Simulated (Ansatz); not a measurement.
This script for Ansatz 0.2.0 through its Python package starts 3 runs on TiGeSb, space group P4/nmm. What input does the engine get in each?

Script `xc.py`:
```python
# -*- coding: utf-8 -*-
"""One structure of TiGeSb under several functionals."""

import warnings

import ansatz as az
from pymatgen.core import Lattice, Structure
from pymatgen.io.ase import AseAtomsAdaptor

warnings.simplefilter("ignore", az.DeckWarning)

pmg_structure = Structure(
    Lattice([[3.7022, 0.0, 0.0], [0.0, 3.7022, 0.0], [0.0, 0.0, 8.2137]]),
    ["Ti", "Ti", "Ge", "Ge", "Sb", "Sb"],
    [
        [0.5, 0.0, 0.24875],
        [0.0, 0.5, 0.75125],
        [0.0, 0.0, 0.0],
        [0.5, 0.5, 0.0],
        [0.5, 0.0, 0.61556],
        [0.0, 0.5, 0.38444],
    ],
)
system = az.Crystal.from_ase(AseAtomsAdaptor.get_atoms(pmg_structure))

calculation = system.calculation()
calculation = calculation.basis(380).kpoints(6, 6, 3)
calculation = calculation.occupations("methfessel_paxton", width=0.02)
calculation = calculation.mixing("broyden", beta=0.3).scf(tolerance=1e-07)
calculation = calculation.forces()
calculation = calculation.stress()

rows = []
for value in ["blyp", "lda", "pbesol"]:
    rep = calculation.functional(value).run(threads=1).report
    rows.append((value, rep["free_energy_ev"] / len(rep["lattice"]["sites"]), rep["n_iterations"], sum(rep["stress_gpa"][i][i] for i in range(3)) / 3, max(abs(f) for row in rep["forces_ev_ang"] for f in row), rep["n_kpoints"]))

print("  functional   F/atom (eV)    iterations       P (GPa)  max component (eV/A)      k-points")
for row in rows:
    print(f"{str(row[0]):>12s}  {row[1]:12.5f}  {row[2]:12d}  {row[3]:12.3f}  {row[4]:20.4f}  {row[5]:12d}")
```

Run 1:
```yaml
crystal:
  lattice:
    - [3.7022, 0.0, 0.0]
    - [0.0, 3.7022, 0.0]
    - [0.0, 0.0, 8.2137]
  atoms:
    - { symbol: Ti, position: [0.5, 0.0, 0.24875] }
    - { symbol: Ti, position: [0.0, 0.5, 0.75125] }
    - { symbol: Ge, position: [0.0, 0.0, 0.0] }
    - { symbol: Ge, position: [0.5, 0.5, 0.0] }
    - { symbol: Sb, position: [0.5, 0.0, 0.61556] }
    - { symbol: Sb, position: [0.0, 0.5, 0.38444] }
basis:
  ecutwfc: 380.0
kpoints:
  mp_grid:
    grid: [6, 6, 3]
hamiltonian:
  xc: blyp
scf:
  convergence:
    dr2_threshold: 1.0e-07
  mixing:
    algorithm: broyden
    beta: 0.3
  occupations:
    method: methfessel_paxton
    width: 0.02
output:
  forces: true
  stress: true
```

Run 2, against run 1:
```diff
-  xc: blyp
+  xc: lda
```

Run 3, against run 1:
```diff
-  xc: blyp
+  xc: pbesol
```

```console
$ python xc.py
  functional   F/atom (eV)    iterations       P (GPa)  max component (eV/A)      k-points
        blyp   -4437.65458            10         8.070                0.1043            20
         lda   -4334.46318            10        -5.283                0.1367            20
      pbesol   -4379.00728            10        -2.525                0.1221            20
```

The cutoff lies under the one recommended for these potentials. No spin polarisation was allowed. Under the recommended cutoff a pressure can be off by several GPa, even in sign. BLYP can be off by several per cent in the lattices of metals, and by several GPa in the pressure at a fixed cell. The mesh is modest for a metal, so energies can be off by several to tens of meV an atom and pressures by half a GPa or more; differences at equal mesh fare better. The program warned that this SCF threshold is loose for forces or stresses. Pressure is positive in compression. The structure is a deposited one; some such entries were measured under pressure or heat, so a shift against it needn't be the functional's error alone. Total energies of different functionals can't be compared; pressures, moments and gaps at this one structure can. The script silences the warnings on its input, which a real study should read. The whole script took 17 s on 1 thread of Arm Neoverse V2, on a shared host, peak memory 0.55 GiB.
